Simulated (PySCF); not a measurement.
# Arsenic: the same states on changed settings

An exercise on one series of results from a longer session: the logs are not shown, and one member is left open.

Method: unrestricted determinants in a Gaussian basis, no spin-orbit coupling in the energies. Code: PySCF 2.14.0.

## What is computed

```
Element                                   : arsenic (Z = 33)
Basis                                     : cc-pVDZ-DK
Hamiltonian                               : the spin-free X2C one-electron Hamiltonian (Gaussian nucleus)
State 1                                   : As: [Ar] 3d10 4s2 4p3, high-spin 4S determinant
State 2                                   : As⁺: [Ar] 3d10 4s2 4p2, high-spin 3P determinant
Methods                                   : UHF, M06-L, r2SCAN, MP2, CCSD(T)
Core shells frozen in the correlated runs : valence: [Ar] 3d10 (for As)
```

Outer shells as boxes (Hund's rule):

As [Ar] 3d10 4s2 4p3
```
[Ar] core
3d [↑↓][↑↓][↑↓][↑↓][↑↓]
4s [↑↓]
4p [↑ ][↑ ][↑ ]
```

As+ [Ar] 3d10 4s2 4p2
```
[Ar] core
3d [↑↓][↑↓][↑↓][↑↓][↑↓]
4s [↑↓]
4p [↑ ][↑ ][  ]
```

The sound run (cc-pVDZ-DK, the spin-free X2C one-electron Hamiltonian (Gaussian nucleus), symmetry-adapted start, fine grid, valence correlation) gave:

```csv
species,method,energy (hartree)
As,UHF,-2258.91690
As,M06-L,-2260.52251
As,r2SCAN,-2260.59359
As,MP2 (valence),-2258.97105
As,CCSD(T) (valence),-2258.98623
As⁺,UHF,-2258.57056
As⁺,M06-L,-2260.16631
As⁺,r2SCAN,-2260.22254
As⁺,MP2 (valence),-2258.61262
As⁺,CCSD(T) (valence),-2258.62952
```

The runs were made by one driver on top of PySCF. The scripts below sum up each run's settings (the driver also hands on starting orbitals that pick excited configurations, and frozen orbitals as a list rather than a count), and the logs come from the driver's own runs.

Set-up of the first run:

The driver's launch:

```console
> OMP_NUM_THREADS=1 python atomrun2.py TASK.json OUT
```

File input.py:

```python
from pyscf import gto, scf, dft, mp, cc
import basis_set_exchange as bse
mol = gto.M(atom="As 0 0 0", charge=0, spin=3, symmetry="D2h",
            basis=gto.basis.parse(bse.get_basis("cc-pVDZ-DK", elements=["As"], fmt="nwchem", header=False)),
            nucmod="G")
mf = scf.UHF(mol).sfx2c1e()
mf.irrep_nelec = {'Ag': (6, 6), 'B1g': (1, 1), 'B2g': (1, 1), 'B3g': (1, 1), 'B1u': (3, 2), 'B2u': (3, 2), 'B3u': (3, 2)}
mf.init_guess = "1e"
mf.max_cycle = 50
mf.kernel()
```

Among the steps run: Changed run, As: the ladder of methods; Changed run, As⁺, method by method.

One of the session's tables, all rows but one given; the rest of the session is left out.

Ionisation energy of As:

| method | sound run (eV) |
| --- | --- |
| UHF | 9.425 |
| M06-L | ? |
| r2SCAN | 10.097 |
| MP2 | 9.753 |
| SCS-MP2 | 9.636 |
| CCSD | 9.704 |
| CCSD(T) | 9.707 |

Estimate the missing values for M06-L.

As computed: sound run (eV): 9.692. In the column «sound run (eV)» it lies between SCS-MP2 (9.636) and CCSD (9.704).
